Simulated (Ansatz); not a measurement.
What does this script print? It uses Ansatz's Python interface.

`spin_ch5albf.py`
```python
# -*- coding: utf-8 -*-
"""Gap between spin states of CH5AlBF at one geometry."""

import ansatz as az

system = (
    az.Crystal.molecule()
    .atom("C", (-0.6761, 1.005, 0.6051))
    .atom("B", (0.6039, 0.3947, 0.0299))
    .atom("Al", (0.5454, -1.5102, -0.7729))
    .atom("F", (-0.8907, -2.4283, -0.8129))
    .atom("H", (-1.4774, 1.1043, -0.2352))
    .atom("H", (-1.1222, 0.4437, 1.4203))
    .atom("H", (-0.4817, 2.0724, 0.9756))
    .atom("H", (1.6611, 1.0184, 0.0546))
    .atom("H", (1.9262, -2.1463, -1.2817))
)

calculation = system.calculation()
calculation = calculation.basis(gaussian="def2-SVP").functional("r2SCAN")
found = {}
for unpaired in [0, 2]:
    summary = calculation.spin("collinear", total=unpaired).run(threads=1).report
    s = unpaired / 2
    found[unpaired] = summary["free_energy_ev"]
    print(f"2S+1 = {unpaired + 1}: E = {found[unpaired]:.5f} eV, <S^2> = {abs(summary['mean_field']['state']['spin_squared']):.3f} (pure state {s * (s + 1):.2f})")
lowest = min(found, key=found.get)
for unpaired, e in found.items():
    print(f"multiplicity {unpaired + 1}: {(e - found[lowest]):.3f} eV above the lowest")
```

```console
$ python spin_ch5albf.py
2S+1 = 1: E = -11100.45667 eV, <S^2> = 0.000 (pure state 0.00)
2S+1 = 3: E = -11098.67942 eV, <S^2> = 2.007 (pure state 2.00)
multiplicity 1: 0.000 eV above the lowest
multiplicity 3: 1.777 eV above the lowest
```

In order: multiplicity 1 (+0.00 eV) and multiplicity 3 (+1.78 eV), all at the one geometry.

Total energies depend on the basis set; only differences at equal settings carry meaning. The geometry is a force-field or estimated start, not a minimum of this method, and the basis set is short of its limit. All parts are taken at fixed geometry, without zero-point energy. It ran for 13 s on 1 thread of Intel(R) Xeon(R) Platinum 8259CL CPU @ 2.50GHz (Skylake/Cascade Lake), on a shared host, peak memory 0.25 GiB.
